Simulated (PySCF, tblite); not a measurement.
# C6H10F2SSi: geometry, infrared bands and NMR shifts

Wanted: the infrared bands and NMR shifts of C6H10F2SSi (`FC[C@]1([SiH2]F)CCC(=S)C1`), by calculation.

Programs: tblite 0.8.0 and PySCF 2.14.0, with density-fitted response routines of our own. Each step states its level of theory. These are calculated values for one molecule in the gas phase, unless marked as measured. Atoms count from 0, in the outputs and in this text.

### Step 1. Starting geometry

20 atoms, charge 0, multiplicity 1; geometry from: force field or distance geometry start.

Bonds of the start (Å): F0–C1 1.39, C1–C2 1.52, C2–Si3 1.85, Si3–F4 1.68, C2–C5 1.50, C5–C6 1.51, C6–C7 1.50, C7–S8 1.44, C7–C9 1.49, C9–C2 1.49, C1–H10 1.13, C1–H11 1.09, Si3–H12 1.46, Si3–H13 1.49, C5–H14 1.12, C5–H15 1.11, C6–H16 1.10, C6–H17 1.10, C9–H18 1.11, C9–H19 1.10.

### Step 2. Geometry optimisation with GFN2-xTB

Job settings and geometry (Å):

```
{"job": {"kind": "relax", "xc": "GFN2-xTB", "basis": "xTB"}, "charge": 0, "multiplicity": 1}
F     -1.786500     1.267200    -1.390900
C     -1.036700     0.105600    -1.308000
C     -0.397600    -0.026100     0.066800
Si    -1.745100    -0.067000     1.331200
F     -1.216200     0.158600     2.908100
C      0.559500     1.112500     0.249700
C      1.733000     0.656700    -0.584800
C      1.799900    -0.801700    -0.225800
S      3.011900    -1.562100    -0.365500
C      0.455500    -1.237600     0.241100
H     -1.796600    -0.731400    -1.360700
H     -0.309800     0.012000    -2.121400
H     -2.814400     0.885600     1.028800
H     -2.332200    -1.430000     1.266200
H      0.866300     1.264600     1.311300
H      0.168800     2.087400    -0.097500
H      1.562500     0.703800    -1.668500
H      2.663500     1.167800    -0.278400
H      0.557700    -1.466600     1.326600
H      0.051500    -2.088500    -0.331200
```

Run with:

```bash
> OMP_NUM_THREADS=1 python probes_run.py task.json out
```

One launch serves the whole session: the jobs run in the order shown.

**Question.** This job is followed by: GFN2-xTB harmonic vibrations, gas phase; GIAO PBE0/pcSseg-1 NMR shielding, non-relativistic, gas phase. What will the session give for the following? strongest single infrared mode (GFN2-xTB); zero-point energy (GFN2-xTB); ¹³C shifts against TMS (PBE0/pcSseg-1); ¹H shifts against TMS (PBE0/pcSseg-1); ¹⁹F shifts against CFCl3 (PBE0/pcSseg-1); ²⁹Si shifts against TMS (PBE0/pcSseg-1); ³³S shifts against CS2 (PBE0/pcSseg-1); surface potential, 1st and 99th percentile.

The runs gave:

```
                                 quantity                                                           value
strongest single infrared mode (GFN2-xTB)                                            748 cm⁻¹, 275 km/mol
             zero-point energy (GFN2-xTB)                                                   91.5 kcal/mol
   ¹³C shifts against TMS (PBE0/pcSseg-1)                         284.6, 87.9, 58.2, 50.7, 43.0, 31.1 ppm
    ¹H shifts against TMS (PBE0/pcSseg-1)  5.24, 5.17, 4.51, 4.48, 3.33, 3.30, 3.28, 2.63, 2.54, 2.54 ppm
 ¹⁹F shifts against CFCl3 (PBE0/pcSseg-1)                                              -241.7, -242.2 ppm
  ²⁹Si shifts against TMS (PBE0/pcSseg-1)                                                         4.6 ppm
   ³³S shifts against CS2 (PBE0/pcSseg-1)                                                         938 ppm
    surface potential, 1st and 99th percentile                                              -0.99 V and 1.39 V
```

In words: The optimisation took 90 steps and gained 1.645 eV; among the close pairs (by a distance rule), C7–S8 changed most, from 1.438 to 1.618 Å. All 54 modes are real, so the xTB geometry is a minimum. The strongest single mode, at 748 cm⁻¹, moves mainly H13 and H12. GFN2-xTB is a fitted tight-binding method: band positions and strengths are rough. Its intensities can rank the bands wrongly. C7 (thiocarbonyl carbon) lies farthest downfield among carbon, at 284.6 ppm; the small n→π* gap of C=S deshields it strongly. At PBE0/pcSseg-1: The widest tensor belongs to S8: span 2398 ppm, with a paramagnetic part of -1490 ppm. At PBE0/pcSseg-1, counted by nearest atom on the grid, the HOMO lies on S8 81 %, the LUMO on C7 41 %; S8 38 %.
